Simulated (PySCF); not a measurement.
**GaS⁺ (triplet): basis, grid and Hamiltonian**

Aim: see how much the energy and properties of GaS⁺ (triplet) depend on the numerical set-up.

Program: PySCF 2.14.0. Level of theory: method and basis as typed in the scripts. These are calculated values, not measurements.

1 further run of the same task is left out (it didn't finish).

### Step 1. Where the work starts

GaS⁺ (triplet): 2 atoms, charge 1, spin multiplicity 3.

Bond lengths: Ga1–S2 2.405 Å.

### Step 2. The run that the others are compared with

File input.py:

```python
from pyscf import gto, scf, mcscf, mrpt

mol = gto.M(
    atom='Ga 0 0 0; S 0 0 2.405',
    basis='6-31g',
    charge=1,
    spin=2,
    verbose=3,
)
mf = scf.ROHF(mol)
mf.kernel()
mc = mcscf.CASSCF(mf, 3, 2)
mc.kernel()
mc.analyze()
mrpt.NEVPT(mc).kernel()
mf.dip_moment()
print('orbital energies (hartree):', mf.mo_energy[..., max(0, mol.nelec[1]-3):mol.nelec[0]+3].round(4))
```

Command:

```bash
$ python input.py
```

Its log is not repeated here.

It gives: E(SCF) = -2320.141626 Eh, E(CAS) − E(SCF) = 0.00000 Eh, NEVPT2 = -0.24879 Eh.

The bond length is a typed value, not an optimised one. The dipole of an ion depends on the origin. The triplet is typed in the script; nothing here shows that it is the ground state.

### Step 3. Sto-3g

Run 1 changes basis set: 6-31g → sto-3g.

File input.py:

```python
from pyscf import gto, scf, mcscf, mrpt

mol = gto.M(
    atom='Ga 0 0 0; S 0 0 2.405',
    basis='sto-3g',
    charge=1,
    spin=2,
    verbose=3,
)
mf = scf.ROHF(mol)
mf.kernel()
mc = mcscf.CASSCF(mf, 3, 2)
mc.kernel()
mc.analyze()
mrpt.NEVPT(mc).kernel()
mf.dip_moment()
print('orbital energies (hartree):', mf.mo_energy[..., max(0, mol.nelec[1]-3):mol.nelec[0]+3].round(4))
```

Command:

```bash
$ python input.py
```

### Step 4. Def2-svp

Run 2 changes basis set: 6-31g → def2-svp.

input.py, as its differences from that of step 2:

```diff
@@ -4,3 +4,3 @@
     atom='Ga 0 0 0; S 0 0 2.405',
-    basis='6-31g',
+    basis='def2-svp',
     charge=1,
```

### Step 5. Cartesian functions on

Run 3 changes Cartesian functions: off → on.

input.py, as its differences from that of step 2:

```diff
@@ -7,2 +7,3 @@
     spin=2,
+    cart=True,
     verbose=3,
```

### Step 6. Pcseg-1

Run 4 changes basis set: 6-31g → pcseg-1.

input.py, as its differences from that of step 2:

```diff
@@ -4,3 +4,3 @@
     atom='Ga 0 0 0; S 0 0 2.405',
-    basis='6-31g',
+    basis='pcseg-1',
     charge=1,
```

**Question.** What will these runs give? Wanted: for each run, E(SCF); from base; after the SCF.

As calculated:

```
                   run  E(SCF) (hartree)  from base (eV)  functions                                                                 after the SCF
                  base      -2320.141626               0         40  NEVPT2 correlation -6.770 eV (from the SCF energy, the CASSCF gain included)
                sto-3g      -2293.809945       +716.5215         27  NEVPT2 correlation -0.898 eV (from the SCF energy, the CASSCF gain included)
              def2-svp      -2320.120719         +0.5689         50  NEVPT2 correlation -8.774 eV (from the SCF energy, the CASSCF gain included)
Cartesian functions on      -2320.142899         -0.0346        n/a  NEVPT2 correlation -7.466 eV (from the SCF energy, the CASSCF gain included)
               pcseg-1      -2320.203021         -1.6706         45  NEVPT2 correlation -4.222 eV (from the SCF energy, the CASSCF gain included)
```

What this shows: The largest comparable shift of the SCF energy, +716.522 eV, comes with the run “sto-3g”. sto-3g (27 functions) gives an energy 716.52 eV higher than 6-31g (40). def2-svp (50 functions) gives an energy 0.57 eV higher than 6-31g (40); size alone doesn't order basis sets of different families. pcseg-1 (45 functions) gives an energy 1.67 eV lower than 6-31g (40).
